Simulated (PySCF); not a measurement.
# C4H5NOSi: the cost of one run

The runs use PySCF 2.14.0, with density-fitted response routines of our own; the level of theory stands in each step. All values are computed, except where a source is named. Atoms count from 0, in the outputs and in this text.

**1. The starting structure**

12 atoms, charge 0, multiplicity 1; geometry from: GFN2-xTB. The atoms were then displaced at random by about 0.01 Å, so the start is not that level's minimum.

Bonds of the start (Å): N0–C1 1.15, C1–Si2 1.87, Si2–C3 1.83, C3–C4 1.35, C4–C5 1.51, C5–O6 1.42, O6–Si2 1.63, Si2–H7 1.48, C3–H8 1.07, C4–H9 1.08, C5–H10 1.11, C5–H11 1.09.

**2. Optimising the geometry at PBE0-D3(BJ)/def2-SVP**

What the job is given:

```
{"job": {"xc": "PBE0", "basis": "def2-SVP", "d3": "d3bj", "grid": 1, "shake": 0.01, "kind": "geom"}, "charge": 0, "multiplicity": 1}
N      2.797650     0.428440    -2.328160
C      2.148800     0.153460    -1.420490
Si     1.143920    -0.385690     0.065950
C     -0.480020    -1.087380    -0.397300
C     -1.437210    -0.275040     0.085740
C     -0.915210     0.930720     0.829830
O      0.503200     0.901090     0.834580
H      2.049160    -1.114780     0.976890
H     -0.752150    -1.978050    -0.922830
H     -2.506460    -0.385470     0.019980
H     -1.270340     0.926950     1.880680
H     -1.241650     1.857490     0.366100
```

The run is started by

```console
$ OMP_NUM_THREADS=1 python probes_run.py task.json out
```

The driver reads the jobs from task.json and runs them one after another.

Q: Estimate the wall time and peak memory of this first job on 1 thread of Arm Neoverse V1, shared host.

About 36 s, with a peak of 0.5 GiB.
